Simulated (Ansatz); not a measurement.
# AlBrH₂OZn: how energies converge with the basis set

The task here is to estimate one member of a computed series from the others.

Program: Ansatz 0.2.0, Gaussian basis. Level of theory: one geometry, several basis sets. These are calculated values, not measurements.

Levels to be run: PBE0-D4/def2-SVP; ωB97M-V/def2-SVP; PBE0-D4/def2-QZVPP; ωB97M-V/def2-QZVPP; the functionals' def2-TZVPP values are taken from earlier runs.

### The relaxed structure

The geometry comes from an earlier relaxation with PBE0-D4 in a triple-zeta def2 set; it is a stationary point.

6 atoms, charge 0, spin multiplicity 1.

Atoms are counted from 1 here; the program's logs count them from 0.

Bond lengths: O1–Al2 1.695 Å, O1–H5 0.956 Å, Al2–Br4 2.278 Å, Al2–H6 1.571 Å. Angles: Al2–O1–H5 122.7°, O1–Al2–Br4 118.4°, O1–Al2–H6 119.2°, Br4–Al2–H6 120.2°.

Set-up of the first run:

in.yaml reads:

```yaml
crystal:
  periodic: [false, false, false]
  atoms:
    - {symbol: O, position_ang: [-0.415408, 1.141612, -0.842613]}
    - {symbol: Al, position_ang: [-0.087244, 0.160917, 0.500263]}
    - {symbol: Zn, position_ang: [2.148754, -1.277837, -0.658181]}
    - {symbol: Br, position_ang: [-1.344133, -1.714598, 0.803236]}
    - {symbol: H, position_ang: [-1.019212, 0.881031, -1.536617]}
    - {symbol: H, position_ang: [0.759343, 0.744876, 1.687712]}
basis:
  gaussian: {orbitals: def2-SVP}
hamiltonian: {xc: pbe0, dispersion: d4}
output: {orbitals: {seedname: orbitals}}
```

Launch:

```sh
$ ansatz run in.yaml --threads 4 --pin off --events-out ev --progress --plain --max-ram 10444MiB
```

Among the steps run: PBE0-D4 in def2-SVP; ωB97M-V in def2-SVP; PBE0-D4 in def2-QZVPP; ωB97M-V in def2-QZVPP.

One table of the session follows, with a row left open; its other results are not shown here.

It belongs to the step «Functionals by basis». 

| functional | basis | HOMO (eV) | LUMO (eV) |
| --- | --- | --- | --- |
| PBE0-D4 | def2-SVP | -6.94 | -1.80 |
| PBE0-D4 | def2-TZVPP | -7.20 | -2.03 |
| PBE0-D4 | def2-QZVPP | -7.19 | -2.07 |
| ωB97M-V | def2-SVP | -8.95 | -0.05 |
| ωB97M-V | def2-TZVPP | -9.22 | -0.33 |
| ωB97M-V | def2-QZVPP | ? | ? |

Q: Estimate the row for ωB97M-V, def2-QZVPP from the others.

The run gave: HOMO (eV): -9.23; LUMO (eV): -0.44. In the column «HOMO (eV)» it is the lowest.
